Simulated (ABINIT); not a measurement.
A run of ABINIT 10.8.3 (patched build):

The input run.abi:

```
ndtset 3

pp_dirpath "./"
pseudos "Gd.upf, O.upf"

acell 7.2156860495 7.2156860495 7.2156860495
rprim
     0.0000000000     0.7071067812     0.7071067812
     0.7071067812     0.0000000000     0.7071067812
     0.7071067812     0.7071067812     0.0000000000
ntypat 2
znucl 64 8
natom 2
typat 1 2
xred
            0.0            0.0            0.0
            3/4            3/4            3/4

ecut 36.0

ngkpt 6 6 6
nshiftk 4
shiftk
     0.5000000000     0.5000000000     0.5000000000
     0.5000000000     0.0000000000     0.0000000000
     0.0000000000     0.5000000000     0.0000000000
     0.0000000000     0.0000000000     0.5000000000
istwfk *1

ixc 15

occopt 3
tsmear 0.00183747

nsppol 2
spinat
     0.0000000000     0.0000000000     7.0000000000
     0.0000000000     0.0000000000     0.0000000000

nstep 80

iomode 3
prteig 0
prtebands 0

nband1 18
tolvrs1 1.0e-12
prtden1 1
prtwf1 0
kptopt1 1

iscf2 -3
getden2 1
nband2 20
nbdbuf2 4
tolwfr2 1.0e-12
nstep2 120
prtden2 0
kptopt2 1

optdriver3 8
wfk_task3 "wfk_optics_fullbz"
getwfk3 2
nband3 16
kptopt3 1
prtevk3 1
inclvkb3 2
```

File optic.abi:

```
&FILES
 ddkfile_1 = 'runo_DS3_1_EVK.nc',
 ddkfile_2 = 'runo_DS3_2_EVK.nc',
 ddkfile_3 = 'runo_DS3_3_EVK.nc',
 wfkfile = 'runo_DS3_WFK.nc'
/
&PARAMETERS
 broadening = 0.007350,
 domega = 0.002,
 maxomega = 0.8,
 scissor = 0.000000,
 tolerance = 0.002
/
&COMPUTATIONS
 num_lin_comp = 1,
 lin_comp = 11,
 num_nonlin_comp = 0
/
```

Potentials or basis: PseudoDojo NC SR PBE v0.4 lanthanides 3+ (4f in core; v0.4.1 standard for the other elements).

Run with:

```bash
$ abinit run.abi > log 2>&1
$ optic optic.abi > optic.log 2>&1
```

Hardware: 1 thread of Intel(R) Xeon(R) 6975P-C (Granite Rapids), with other jobs on the host.

Problem. How long does it take, and how much memory?

Solution. It took 3.7 min on 1 thread of Intel(R) Xeon(R) 6975P-C (Granite Rapids), with other jobs on the host, peak memory 1.6 GiB. Counts: scf iterations 17, mpi ranks 1, k points 28, bands 18, plane waves 2757.
